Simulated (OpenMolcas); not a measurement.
**W⁵⁺ among point charges: CASSCF and CASPT2 levels and susceptibility**

How does a field of 5 point charges split the states of W⁵⁺, and what χT follows?

The numbers are computed with OpenMolcas 26.06 (state-averaged CASSCF and CASPT2, spin-orbit coupling by RASSI with atomic mean-field integrals), except any that are marked as measured or tabulated.

### 1 The atom as given

```
Species                           : W⁵⁺ (tungsten, Z = 74, 69 electrons)
Basis                             : ANO-RCC-VTZP [8s7p5d3f2g1h], 104 functions
Scalar Hamiltonian                : DKH2, point nucleus
Inactive shells                   : 1s 2s 2p 3s 3p 3d 4s 4p 4d 4f 5s 5p
Active space                      : 1 electron in 5 orbitals (5d)
Some configurations of this space : 5d
Orbitals                          : optimised for each spin and parity, averaged over all roots
```

Outer shells as boxes (Hund's rule):

5d
```
5d [↑ ][  ][  ][  ][  ]
```

The ion sits among 5 point charges of -2 e arranged as a square pyramid (C4v), 1.82 Å from the ion, with the axial distance 1.984 Å.

The work runs as a chain of OpenMolcas steps in one folder; each step below is one input file. Labels, J, g values, rates, χT and fits are worked out afterwards by a script from the matrices that RASSI stores.

### 2 One- and two-electron integrals

a.inp reads:

```
&GATEWAY
Coord
1

W 0.0 0.0 0.0
Basis=ANO-RCC-VTZP
Group=NoSym
NoMove
AngMom=0.0 0.0 0.0
AMFI
XField
5 Angstrom 0
1.820000 0.000000 0.000000 -2.000000
0.000000 1.820000 0.000000 -2.000000
-1.820000 0.000000 0.000000 -2.000000
0.000000 -1.820000 0.000000 -2.000000
0.000000 0.000000 1.983800 -2.000000
&SEWARD
```

On the command line:

```sh
OMP_NUM_THREADS=1 MOLCAS_MEM=1689 MOLCAS_PROJECT=a pymolcas a.inp > a.log
```

### 3 Reference wave functions, doublets, 5 roots

a.inp reads:

```
&RASSCF
FileOrb=start.orb
Symmetry=1
Spin=2
nActEl=1 0 0
Inactive=34
Ras2=5
CIRoot=5 5 1
SDav=5
CIMx=300
Iter=120 100
PrWF=0.3
OrbListing=Nothing
MaxOrb=0
>>> COPY $Project.JobIph JOB001
```

start.orb holds the contracted functions of the basis, ordered by shell, or the orbitals of the step before.

### 4 State interaction with spin-orbit coupling

a.inp reads:

```
&RASSI
NrOfJobIphs=1 5
1 2 3 4 5
IphNames
JOB001
EJob
SpinOrbit
DIPRint=1.0
SOCoupling=1000.0
Subsets=2
Property=9
'ANGMOM' 1 'ANGMOM' 2 'ANGMOM' 3 'MLTPL  1' 1 'MLTPL  1' 2 'MLTPL  1' 3
'AMFI' 1 'AMFI' 2 'AMFI' 3
SOProperty=3
'ANGMOM' 1 'ANGMOM' 2 'ANGMOM' 3
```

### 5 CASPT2: IPEA 0.25, imaginary shift 0.1 (closed shells correlated: 4f 5s 5p)

a.inp reads:

```
>>> COPY JOB001 $Project.JobIph
&CASPT2
Multistate=5 1 2 3 4 5
NoMult
Frozen=23
IPEA=0.25
Imaginary=0.1
MaxIter=60
WThr=0.0 0.3 0.05
PrWF=0.5
NoMix
```

(Steps that only read results are left out.)

Before running it: what results should come out? Wanted: spin-free ground state; first state of the same spin within the active space; lowest level; next level.

As calculated:

| quantity | value |
| --- | --- |
| method | SS-CASPT2, IPEA 0.25, imaginary shift 0.1 (closed shells correlated: 4f 5s 5p) |
| spin-free ground state | doublet, 1-fold in its orbital part |
| first state of the same spin within the active space | doublet at 8300 cm⁻¹ |
| lowest level | 2-fold, g = 0.16, 0.16, 1.69 |
| next level | 9631.4 cm⁻¹ |
| χT at 300 K | 0.11 cm³ K/mol |
| effective moment at 300 K | 0.93 μB |

Cost by method:

```
                                                 method  time of its own steps  time with the reference
                                              A. CASSCF                  7.2 s                    7.2 s
B. SS-CASPT2, IPEA 0.25, imaginary shift 0.1, +4f 5s 5p                  6.9 s                     14 s
```

Times are of one thread on a shared host.

In words: The spin-free ground state (doublet) comes to 100 % from free-ion D terms and keeps the highest spin of the shell. χT at 300 K is 0.11, against 0.38 cm³ K/mol for the spin alone, so orbital moment lowers it. The field of point charges can differ much from that of real complexes. This is an electrostatic model: the charges have no orbitals.
